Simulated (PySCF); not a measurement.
**C₃H₁₂ClN₃Si₃: NMR shifts in solvents**

Aim: compute the NMR shifts of C₃H₁₂ClN₃Si₃ (`C=C(Cl)C[SiH]1N[SiH2]N[SiH2]N1`), and see what a dielectric continuum does where one was used.

Computed with PySCF 2.14.0, with density-fitted response routines of our own, on a single molecule, in the gas phase or a continuum. Atoms count from 0, in the outputs and in this text.

## Step 1: The molecule as given

22 atoms, charge 0, multiplicity 1; geometry from: GFN2-xTB.

Bonds of the start (Å): C0–C1 1.32, C1–Cl2 1.74, C1–C3 1.47, C3–Si4 1.91, Si4–N5 1.72, N5–Si6 1.73, Si6–N7 1.73, N7–Si8 1.73, Si8–N9 1.73, N9–Si4 1.72, C0–H10 1.07, C0–H11 1.08, C3–H12 1.09, C3–H13 1.09, Si4–H14 1.47, N5–H15 1.01, Si6–H16 1.47, Si6–H17 1.47, N7–H18 1.01, Si8–H19 1.47, Si8–H20 1.47, N9–H21 1.00.

## Step 2: Relaxing the molecule at PBE0-D3(BJ)/def2-SVP

Job settings and geometry (Å):

```
{"job": {"xc": "PBE0", "basis": "def2-SVP", "d3": "d3bj", "grid": 1, "kind": "geom"}, "charge": 0, "multiplicity": 1}
C      3.328365    -0.947495     0.625700
C      2.825908     0.252939     0.387385
Cl     3.111156     1.534174     1.523075
C      1.944763     0.637196    -0.729551
Si     0.156055     0.812152    -0.077748
N     -0.224126    -0.609653     0.814261
Si    -1.817479    -1.188924     1.146304
N     -2.878039    -0.218810     0.189340
Si    -2.609323     0.539114    -1.337736
N     -0.917184     0.868289    -1.424817
H      3.927949    -1.161411     1.491863
H      3.156850    -1.753841    -0.065061
H      2.005063    -0.114839    -1.513143
H      2.259047     1.591573    -1.145465
H      0.033390     2.023457     0.749433
H      0.531496    -1.082841     1.279317
H     -1.858553    -2.614124     0.786301
H     -2.201095    -0.974603     2.547142
H     -3.845206    -0.271768     0.459399
H     -2.940310    -0.324563    -2.479852
H     -3.414388     1.767413    -1.338064
H     -0.584751     1.255950    -2.289716
```

Launch:

```bash
OMP_NUM_THREADS=1 python probes_run.py task.json out
```

One launch serves the whole session: the jobs run in the order shown.

The program printed:

```text
step   0  E = -1613.16781816  max force = 0.011408
step   1  E = -1613.17376970  max force = 0.004027
step   2  E = -1613.17463471  max force = 0.002038
step   3  E = -1613.17486196  max force = 0.001306
step   4  E = -1613.17493881  max force = 0.001426
step   5  E = -1613.17505505  max force = 0.001157
step   6  E = -1613.17522572  max force = 0.000998
step   7  E = -1613.17529617  max force = 0.000822
step   8  E = -1613.17534723  max force = 0.000577
step   9  E = -1613.17538369  max force = 0.000506
step  10  E = -1613.17540518  max force = 0.000571
step  11  E = -1613.17543451  max force = 0.000671
step  12  E = -1613.17545073  max force = 0.000782
step  13  E = -1613.17546517  max force = 0.000512
step  14  E = -1613.17547552  max force = 0.000537
step  15  E = -1613.17547791  max force = 0.000541
step  16  E = -1613.17547813  max force = 0.000569
step  17  E = -1613.17548248  max force = 0.000452
step  18  E = -1613.17548691  max force = 0.000141
optimisation converged
```

Wall time 25 min (1 thread, shared host).

Step by step:

| step | energy from step 0 (eV) | largest force component (eV/Å) |
| --- | --- | --- |
| 0 | 0.0000 | 0.5866 |
| 1 | -0.1619 | 0.2071 |
| 2 | -0.1855 | 0.1048 |
| 3 | -0.1917 | 0.0672 |
| 4 | -0.1938 | 0.0733 |
| 5 | -0.1969 | 0.0595 |
| 6 | -0.2016 | 0.0513 |
| 7 | -0.2035 | 0.0423 |
| 8 | -0.2049 | 0.0297 |
| 9 | -0.2059 | 0.0260 |
| 10 | -0.2065 | 0.0294 |
| 11 | -0.2073 | 0.0345 |
| 12 | -0.2077 | 0.0402 |
| 13 | -0.2081 | 0.0263 |
| 14 | -0.2084 | 0.0276 |
| 15 | -0.2084 | 0.0278 |
| 16 | -0.2084 | 0.0293 |
| 17 | -0.2086 | 0.0232 |
| 18 | -0.2087 | 0.0073 |

Close pairs (by a distance rule), those that changed most:

| bond | before (Å) | after (Å) | change (Å) |
| --- | --- | --- | --- |
| Si6–H17 | 1.468 | 1.498 | +0.029 |
| Si8–H19 | 1.470 | 1.499 | +0.029 |
| Si8–H20 | 1.469 | 1.498 | +0.029 |
| Si6–H16 | 1.471 | 1.499 | +0.028 |
| Si4–N9 | 1.723 | 1.746 | +0.023 |
| Si4–N5 | 1.721 | 1.740 | +0.019 |
| Si4–H14 | 1.472 | 1.490 | +0.018 |
| Si6–N7 | 1.727 | 1.744 | +0.017 |

The final coordinates are the input of the step that follows.

| at the end point | value |
| --- | --- |
| point group (found at 0.08 Å tolerance) | C1 |
| rotational constants (GHz, main isotopes) | 1.424, 0.392, 0.351 |
| dipole moment (D) | 1.63 |

## Step 3: Nuclear shieldings: PBE0/pcSseg-1 in chloroform

Job settings and geometry (Å):

```
{"job": {"kind": "nmr", "xc": "PBE0", "basis": "pcSseg-1", "solvent": "chloroform", "pop": true}, "charge": 0, "multiplicity": 1}
C      4.894660     0.377662     1.409136
C      4.288772     1.566185     1.331972
Cl     4.531362     2.738763     2.603580
C      3.329903     2.007620     0.285069
Si     1.536795     2.015678     0.911828
N      1.312784     0.538913     1.804749
Si    -0.248016    -0.144761     2.112908
N     -1.350054     0.850374     1.198227
Si    -1.171854     1.523067    -0.397393
N      0.486199     2.029039    -0.482901
H      5.549839     0.123012     2.243115
H      4.749415    -0.355490     0.612354
H      3.375283     1.311846    -0.568423
H      3.589982     3.016012    -0.076777
H      1.285907     3.215647     1.759349
H      2.157062     0.032023     2.060708
H     -0.239075    -1.591459     1.721478
H     -0.711319    -0.079375     3.535502
H     -2.207964     1.100956     1.680316
H     -1.435464     0.572423    -1.525876
H     -2.186465     2.619586    -0.500991
H      0.911332     2.151334    -1.396536
```

Level: GIAO PBE0/pcSseg-1 NMR shielding, non-relativistic, IEF-PCM chloroform.

The program printed:

```text
coarse grid: 20384 points
cycle   1  E = -1613.5297578869  dE =  1.079e+00  |g| = 7.630e-01  |ddm| = 4.471e+00
cycle   2  E = -1613.4205510474  dE =  1.092e-01  |g| = 1.035e+00  |ddm| = 1.501e+00
cycle   3  E = -1613.6512079850  dE = -2.307e-01  |g| = 9.668e-02  |ddm| = 9.740e-01
cycle   4  E = -1613.6531445349  dE = -1.937e-03  |g| = 4.154e-02  |ddm| = 1.254e-01
cycle   5  E = -1613.6535286451  dE = -3.841e-04  |g| = 1.535e-02  |ddm| = 4.783e-02
cycle   6  E = -1613.6535825476  dE = -5.390e-05  |g| = 3.438e-03  |ddm| = 1.538e-02
cycle   7  E = -1613.6535850726  dE = -2.525e-06  |g| = 9.755e-04  |ddm| = 3.335e-03
final grid: 178592 points
cycle   8  E = -1613.7012612912  dE = -3.538e-05  |g| = 9.278e-03  |ddm| = 2.852e-02
cycle   9  E = -1613.7012480410  dE =  1.325e-05  |g| = 1.206e-02  |ddm| = 1.840e-02
cycle  10  E = -1613.7012806181  dE = -3.258e-05  |g| = 1.035e-03  |ddm| = 1.064e-02
cycle  11  E = -1613.7012808026  dE = -1.845e-07  |g| = 3.282e-04  |ddm| = 1.054e-03
cycle  12  E = -1613.7012808265  dE = -2.389e-08  |g| = 8.494e-05  |ddm| = 2.989e-04
cycle  13  E = -1613.7012808279  dE = -1.440e-09  |g| = 3.787e-05  |ddm| = 1.091e-04
cycle  14  E = -1613.7012808283  dE = -3.447e-10  |g| = 1.036e-05  |ddm| = 4.127e-05
converged SCF energy = -1613.7012808283

GIAO shielding tensors (ppm)
atom      isotropic    diamagn.    paramagn.     s11        s22        s33       span
  0 C       66.077     251.535    -185.459    -39.207     96.896    140.541    179.748
  1 C       31.027     256.504    -225.477    -80.103     64.931    108.254    188.357
  2 Cl     680.743    1141.799    -461.055    482.270    573.864    986.097    503.827
  3 C      151.240     256.412    -105.172    130.731    142.203    180.785     50.053
  4 Si     378.989     882.299    -503.310    360.407    385.267    391.294     30.886
  5 N      227.098     331.921    -104.823    188.632    239.082    253.579     64.947
  6 Si     385.805     881.489    -495.685    360.412    363.873    433.128     72.715
  7 N      238.921     325.745     -86.824    200.256    238.788    277.718     77.462
  8 Si     386.280     881.487    -495.207    361.321    363.034    434.485     73.164
  9 N      226.539     331.350    -104.810    187.215    230.293    262.110     74.895
 10 H       25.819      26.568      -0.749     22.142     24.019     31.296      9.154
 11 H       25.755      31.945      -6.190     21.980     24.390     30.894      8.914
 12 H       29.326      35.805      -6.479     25.034     29.063     33.880      8.846
 13 H       29.098      28.135       0.963     24.803     28.988     33.503      8.699
 14 H       25.976      27.977      -2.001     22.229     25.091     30.609      8.380
 15 H       30.045      35.545      -5.501     20.753     28.296     41.084     20.331
 16 H       25.940      31.963      -6.023     22.293     23.879     31.647      9.355
 17 H       26.048      28.888      -2.840     22.471     23.869     31.803      9.332
 18 H       30.223      30.376      -0.153     22.664     25.736     42.269     19.605
 19 H       25.972      31.890      -5.918     22.511     23.661     31.744      9.233
 20 H       26.085      29.031      -2.946     22.576     23.668     32.010      9.434
 21 H       30.573      35.042      -4.468     22.377     27.984     41.359     18.982
```

It took 3.5 min on 1 thread, shared host.

The references, computed at this level on geometries of the same kind, shield at (ppm): 1H TMS 31.25, 13C TMS 185.2, 29Si TMS 351.9, 15N NH3 267.8. Their shielding less the atom's gives the shift. The references are single molecules in the same continuum, so shifts against H2O, NH3, PH3, H3PO4 or CFCl3 are not on the usual liquid scales and can be off by tens of ppm. Atoms listed in one row are averaged.

| atoms | environment | σ (ppm) | δ (ppm) |
| --- | --- | --- | --- |
| C1 | fully substituted alkene carbon | 31.0 | 154.1 |
| C0 | terminal =CH2 carbon | 66.1 | 119.1 |
| C3 | allylic sp3 CH2 bonded to Si | 151.2 | 33.9 |
| H11 | hydrogen on a terminal =CH2 carbon | 25.75 | 5.49 |
| H10 | hydrogen on a terminal =CH2 carbon | 25.82 | 5.43 |
| H16, H19 | hydrogen on a silicon bonded to 2 N, in a 6-membered ring | 25.96 | 5.29 |
| H14 | hydrogen on a silicon bonded to C, 2 N, in a 6-membered ring | 25.98 | 5.27 |
| H17, H20 | hydrogen on a silicon bonded to 2 N, in a 6-membered ring | 26.07 | 5.18 |
| H12, H13 | hydrogen on an allylic sp3 CH2 bonded to Si | 29.21 | 2.04 |
| H18 | hydrogen on a nitrogen bonded to 2 Si, in a 6-membered ring | 30.22 | 1.02 |
| H15, H21 | hydrogen on a nitrogen bonded to 2 Si, in a 6-membered ring | 30.31 | 0.94 |
| Cl2 | chlorine bonded to C | 681 | – |
| Si4 | silicon bonded to C, 2 N, H, in a 6-membered ring | 379.0 | -27.1 |
| Si6, Si8 | silicon bonded to 2 N, 2 H, in a 6-membered ring | 386.0 | -34.2 |
| N5, N9 | nitrogen bonded to 2 Si, H, in a 6-membered ring | 226.8 | 41.0 |
| N7 | nitrogen bonded to 2 Si, H, in a 6-membered ring | 238.9 | 28.9 |

Charges from the same density, by scheme (e):

| atoms | Mulliken | IAO | Hirshfeld | ESP fit |
| --- | --- | --- | --- | --- |
| C0 | -0.07 | -0.36 | -0.12 | -0.47 |
| C1 | -0.35 | 0.02 | 0.03 | 0.05 |
| Cl2 | -0.10 | -0.06 | -0.04 | -0.10 |
| C3 | -0.42 | -0.56 | -0.16 | -0.44 |
| Si4 | 1.05 | 1.14 | 0.40 | 0.61 |
| N5, N9 | -0.86 | -0.96 | -0.34 | -0.73 |
| Si6, Si8 | 0.90 | 1.01 | 0.40 | 0.70 |
| N7 | -0.87 | -0.94 | -0.32 | -0.78 |

Mayer bond orders: C0–C1 1.89, C1–Cl2 1.03, C1–C3 1.03, C3–Si4 0.86, Si4–N5 0.96, N5–Si6 0.97, Si6–N7 0.94, N7–Si8 0.94, Si8–N9 0.97, N9–Si4 0.94.

Ring of atoms Si4, N5, Si6, N7, Si8, N9: NICS(0) -2.6, NICS(1) -1.2, NICS(1)zz 4.1 ppm (means of both faces).

## Step 4: Nuclear shieldings: PBE0/pcSseg-1 in water

Settings changed since step 3:

```diff
@@ -1,2 +1,2 @@
-{"job": {"kind": "nmr", "xc": "PBE0", "basis": "pcSseg-1", "solvent": "chloroform", "pop": true}, "charge": 0, "multiplicity": 1}
+{"job": {"kind": "nmr", "xc": "PBE0", "basis": "pcSseg-1", "solvent": "water", "pop": false}, "charge": 0, "multiplicity": 1}
 C      4.894660     0.377662     1.409136
```

Method: GIAO PBE0/pcSseg-1 NMR shielding, non-relativistic, IEF-PCM water.

The program printed:

```text
coarse grid: 20384 points
cycle   1  E = -1613.5335114003  dE =  1.075e+00  |g| = 7.614e-01  |ddm| = 4.471e+00
cycle   2  E = -1613.4259901616  dE =  1.075e-01  |g| = 1.031e+00  |ddm| = 1.504e+00
cycle   3  E = -1613.6546119452  dE = -2.286e-01  |g| = 9.309e-02  |ddm| = 9.625e-01
cycle   4  E = -1613.6563840850  dE = -1.772e-03  |g| = 4.022e-02  |ddm| = 1.193e-01
cycle   5  E = -1613.6567486244  dE = -3.645e-04  |g| = 1.433e-02  |ddm| = 4.547e-02
cycle   6  E = -1613.6567949908  dE = -4.637e-05  |g| = 3.394e-03  |ddm| = 1.427e-02
cycle   7  E = -1613.6567974478  dE = -2.457e-06  |g| = 9.473e-04  |ddm| = 3.258e-03
final grid: 178592 points
cycle   8  E = -1613.7044464379  dE = -3.564e-05  |g| = 9.204e-03  |ddm| = 2.855e-02
cycle   9  E = -1613.7044339901  dE =  1.245e-05  |g| = 1.188e-02  |ddm| = 1.809e-02
cycle  10  E = -1613.7044654424  dE = -3.145e-05  |g| = 1.027e-03  |ddm| = 1.028e-02
cycle  11  E = -1613.7044656247  dE = -1.823e-07  |g| = 3.203e-04  |ddm| = 1.036e-03
cycle  12  E = -1613.7044656476  dE = -2.293e-08  |g| = 7.668e-05  |ddm| = 2.913e-04
cycle  13  E = -1613.7044656488  dE = -1.124e-09  |g| = 3.511e-05  |ddm| = 1.005e-04
cycle  14  E = -1613.7044656491  dE = -2.997e-10  |g| = 1.022e-05  |ddm| = 3.803e-05
converged SCF energy = -1613.7044656491

GIAO shielding tensors (ppm)
atom      isotropic    diamagn.    paramagn.     s11        s22        s33       span
  0 C       65.082     251.046    -185.964    -40.518     94.828    140.936    181.453
  1 C       31.665     256.865    -225.200    -79.555     67.468    107.083    186.638
  2 Cl     687.759    1141.942    -454.183    494.092    577.629    991.555    497.463
  3 C      151.303     255.989    -104.687    130.843    142.231    180.834     49.991
  4 Si     378.942     882.270    -503.328    360.211    385.319    391.295     31.084
  5 N      227.082     331.951    -104.870    188.929    239.002    253.315     64.385
  6 Si     385.967     881.485    -495.518    360.582    364.341    432.977     72.395
  7 N      238.956     325.911     -86.955    200.566    238.777    277.525     76.959
  8 Si     386.374     881.480    -495.106    361.473    363.335    434.314     72.841
  9 N      226.518     331.379    -104.861    187.318    230.264    261.971     74.653
 10 H       25.761      26.499      -0.739     22.036     23.998     31.248      9.212
 11 H       25.622      31.709      -6.087     21.870     24.251     30.745      8.875
 12 H       29.163      35.574      -6.411     24.820     28.865     33.802      8.982
 13 H       29.055      28.067       0.987     24.731     28.937     33.495      8.764
 14 H       26.032      28.076      -2.044     22.297     25.163     30.635      8.338
 15 H       29.902      35.450      -5.548     20.613     28.101     40.992     20.379
 16 H       25.958      32.000      -6.043     22.309     23.891     31.673      9.364
 17 H       26.067      28.922      -2.855     22.490     23.884     31.827      9.337
 18 H       30.038      30.200      -0.162     22.462     25.481     42.172     19.709
 19 H       25.991      31.932      -5.942     22.533     23.666     31.773      9.240
 20 H       26.104      29.063      -2.959     22.599     23.677     32.036      9.437
 21 H       30.319      34.828      -4.509     22.082     27.642     41.234     19.152
```

Wall time 3.2 min (1 thread, shared host).

In short: σ C1 31.7, C0 65.1, C3 151.3, Cl2 688, H11 25.62, H10 25.76 ppm.

## Step 5: Comparing the runs: NMR shifts

Shifts (ppm) of some atoms, chosen among heavy atoms and hydrogens apart, means over like atoms, with basis size and wall time:

| run | C1 | C0 | C3 | H18 | H15 | N5 | N7 | functions | time |
| --- | --- | --- | --- | --- | --- | --- | --- | --- | --- |
| PBE0/pcSseg-1 in chloroform | 154.1 | 119.1 | 33.9 | 1.02 | 0.94 | 41.0 | 28.9 | 258 | 3.5 min |
| PBE0/pcSseg-1 in water | 153.8 | 120.4 | 34.2 | 1.20 | 1.13 | 41.8 | 29.6 | 258 | 3.2 min |

The continuum's effect on the ground state:

| solvent | ε | polarisation energy (Eh) | μ (D) |
| --- | --- | --- | --- |
| chloroform | 4.71 | -0.0075 | 2.32 |
| water | 78.36 | -0.0115 | 2.64 |

## Step 6: Outcome

| quantity | value |
| --- | --- |
| point group | C1 |
| rotational constants (main isotopes) | 1.42, 0.39, 0.35 GHz |
| 13C shifts against TMS (PBE0/pcSseg-1, chloroform) | 154.1, 119.1, 33.9 ppm |
| 1H shifts against TMS (PBE0/pcSseg-1, chloroform, means over atoms taken as alike) | 5.49, 5.43, 5.29, 5.27, 5.18, 2.04, 1.02, 0.94 ppm |
| 29Si shifts against TMS (PBE0/pcSseg-1, chloroform, means over atoms taken as alike) | -27.1, -34.2 ppm |
| 15N shifts against NH3 (PBE0/pcSseg-1, chloroform, means over atoms taken as alike) | 41.0, 28.9 ppm |
| shieldings of Cl (PBE0/pcSseg-1, chloroform) | Cl2 680.7 ppm |
| range of the shift of C0 | 119.1 to 120.4 ppm |

**Reading.** The optimisation took 18 steps and gained 0.209 eV; among the close pairs (by a distance rule), Si6–H17 changed most, from 1.468 to 1.498 Å. The most deshielded carbon is C1 (fully substituted alkene carbon), at 154.1 ppm: as expected for a trigonal carbon in a double bond. At PBE0/pcSseg-1: The widest tensor belongs to Cl2: span 504 ppm, with a paramagnetic part of -461 ppm. Among the atoms with a shift in every run: In ppm, C0 moves most: its shift spreads over 1.3 ppm, from 119.1 (PBE0/pcSseg-1 in chloroform) to 120.4 (PBE0/pcSseg-1 in water). The continuum holds electrostatics alone: no hydrogen bonds to the solvent, and the gas-phase geometry is kept.
